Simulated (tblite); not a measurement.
# C5H11FGeO2: the cost of one run

Programs: tblite 0.8.0 and PySCF 2.14.0, with density-fitted response routines of our own. Each step states its level of theory. These are calculated values for one molecule in the gas phase, unless marked as measured. Atoms are numbered from 0 throughout.

## Step 1: The starting structure

20 atoms, charge 0, multiplicity 1; geometry from: force field or distance geometry start.

Bonds of the start (Å): C0–O1 1.40, O1–Ge2 1.76, Ge2–O3 1.81, O3–C4 1.41, C4–C5 1.48, C5–C6 1.53, C5–C7 1.50, C7–F8 1.39, C7–Ge2 1.95, C0–H9 1.12, C0–H10 1.11, C0–H11 1.13, Ge2–H12 1.54, C4–H13 1.11, C4–H14 1.09, C5–H15 1.09, C6–H16 1.11, C6–H17 1.12, C6–H18 1.10, C7–H19 1.11.

## Step 2: Optimising the geometry with GFN2-xTB

Job settings and geometry (Å):

```
{"job": {"kind": "relax", "xc": "GFN2-xTB", "basis": "xTB"}, "charge": 0, "multiplicity": 1}
C     -3.445200    -0.382700    -0.159500
O     -2.456200    -0.157900    -1.127400
Ge    -1.008000     0.391000    -0.288500
O      0.056000     1.455600    -1.295100
C      1.192100     1.305400    -0.467000
C      1.577400    -0.124400    -0.407800
C      2.493100    -0.245100     0.811800
C      0.378100    -0.955000    -0.057900
F      0.259700    -1.935000    -1.035500
H     -4.164600    -1.110300    -0.612200
H     -2.984800    -0.784000     0.768800
H     -3.982300     0.569800     0.107900
H     -1.241400     1.052500     1.086100
H      0.859100     1.611000     0.545800
H      1.945200     1.981100    -0.883500
H      2.088700    -0.491000    -1.294200
H      2.838200    -1.289400     0.922400
H      1.856300     0.032100     1.692600
H      3.331900     0.457200     0.723600
H      0.401500    -1.370000     0.966600
```

Started as:

```bash
$ OMP_NUM_THREADS=1 python probes_run.py task.json out
```

One launch serves the whole session: the jobs run in the order shown.

Q: Estimate the wall time of this first job on 1 thread of Arm Neoverse V1, shared host.

About 1.6 s.
